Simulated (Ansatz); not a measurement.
**CH4AlBrO: how energies converge with the basis set**

The task here is to estimate one member of a computed series from the others.

Method: one geometry, several basis sets; program: Ansatz 0.2.0, Gaussian basis.

Levels to be run: PBE0-D4/def2-SVP; ωB97M-V/def2-SVP; PBE0-D4/def2-QZVPP; ωB97M-V/def2-QZVPP; the functionals' def2-TZVPP values are taken from earlier runs.

### Structure used throughout

The geometry comes from an earlier relaxation with PBE0-D4 in a triple-zeta def2 set; it is a stationary point, not always the lowest conformer.

SMILES `[CH3][Al]([OH])[Br]`, 8 atoms, charge 0, spin multiplicity 1.

Atoms are counted from 1 here; the program's logs count them from 0.

Bond lengths: C1–Al2 1.930 Å, C1–H5 1.093 Å, C1–H6 1.092 Å, C1–H7 1.093 Å, Al2–O3 1.689 Å, Al2–Br4 2.266 Å, O3–H8 0.956 Å. Angles: Al2–C1–H5 110.8°, Al2–C1–H6 111.3°, Al2–C1–H7 110.8°, H5–C1–H6 108.5°, H5–C1–H7 106.9°, H6–C1–H7 108.5°, C1–Al2–O3 120.9°, C1–Al2–Br4 121.3°, O3–Al2–Br4 117.8°, Al2–O3–H8 123.2°.

Geometry (Å):

```
C     0.04277    1.29772   -0.08442
Al   -0.08769   -0.62721   -0.12849
O     0.53075   -1.56724    1.13112
Br   -1.07153   -1.70199   -1.86394
H    -0.94964    1.75461   -0.12884
H     0.54167    1.64092    0.82409
H     0.60192    1.66819   -0.94799
H     0.48406   -2.52210    1.14278
```

Set-up of the first run:

Input file in.yaml:

```yaml
crystal:
  periodic: [false, false, false]
  atoms:
    - {symbol: C, position_ang: [0.042769, 1.297718, -0.084415]}
    - {symbol: Al, position_ang: [-0.087690, -0.627205, -0.128493]}
    - {symbol: O, position_ang: [0.530748, -1.567245, 1.131115]}
    - {symbol: Br, position_ang: [-1.071527, -1.701991, -1.863941]}
    - {symbol: H, position_ang: [-0.949644, 1.754608, -0.128842]}
    - {symbol: H, position_ang: [0.541668, 1.640920, 0.824089]}
    - {symbol: H, position_ang: [0.601921, 1.668194, -0.947992]}
    - {symbol: H, position_ang: [0.484057, -2.522100, 1.142780]}
basis:
  gaussian: {orbitals: def2-SVP}
hamiltonian: {xc: pbe0, dispersion: d4}
output: {orbitals: {seedname: orbitals}}
```

Launch:

```sh
> ansatz run in.yaml --threads 4 --pin off --events-out ev --progress --plain --max-ram 10444MiB
```

Among the steps run: PBE0-D4 in def2-SVP; ωB97M-V in def2-SVP; PBE0-D4 in def2-QZVPP; ωB97M-V in def2-QZVPP.

One of the session's tables, all rows but one given; the rest of the session is left out.

It belongs to the step «Functionals by basis». 

```
functional       basis  HOMO (eV)
   PBE0-D4    def2-SVP      -8.20
   PBE0-D4  def2-TZVPP          ?
   PBE0-D4  def2-QZVPP      -8.36
   ωB97M-V    def2-SVP     -10.40
   ωB97M-V  def2-TZVPP     -10.55
   ωB97M-V  def2-QZVPP     -10.58
```

Q: Estimate the row for PBE0-D4, def2-TZVPP from the others.

The run gave: HOMO (eV): -8.33. In the column «HOMO (eV)» it lies between PBE0-D4, def2-QZVPP (-8.36) and PBE0-D4, def2-SVP (-8.20).
